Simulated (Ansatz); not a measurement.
# AgB2 in Ansatz: the effect of target pressure

The system is AgB2.

```
Ag B
1.0
     3.00000    0.00000    0.00000
    -1.50000    2.59808    0.00000
     0.00000    0.00000    3.24000
Ag B
1 2
Cartesian
  0.0000 0.0000 0.0000
  1.5000 0.8660 1.6200
  0.0000 1.7321 1.6200
```

Alike in all runs:

| Item | Value |
| --- | --- |
| Program | Ansatz 0.2.0 |
| Task | relaxation of cell and atoms |
| Functional | PBEsol |
| Potentials or basis | Ansatz PAW |
| Cutoff | 420 eV (not typed: the program's choice for these potentials) |
| k mesh | 10 × 10 × 8 |
| Occupations | fermi-dirac, width 0.05 eV |
| Spin | no spin polarisation |

Each run relaxes the cell or the atoms first.

```csv
target pressure,relaxed volume (Å³/atom)
0 GPa,10.33
2 GPa,?
5 GPa,10.02
10 GPa,9.76
20 GPa,9.33
30 GPa,8.98
```

Task: What does the run with target pressure 2 GPa give?

Result: Relaxed volume 10.20 Å³/atom.

Worked out: In Murnaghan's law V^(-B') rises as a straight line in P. The other rows fit best with B' = 4.4, V0 = 10.33 Å³/atom and B0 = 155 GPa, which gives 10.20 Å³/atom at 2 GPa, against the run's 10.20.

Caveats: the plane-wave basis is chosen anew once the cell has moved, so the energies of steps on either side of that aren't comparable; the PAW data sets come from PBE, with cores solved anew for the run's functional, which leaves a small shift of forces and pressure; the volume moved by over 15 % at a fixed basis, so the end points are rough (some runs).
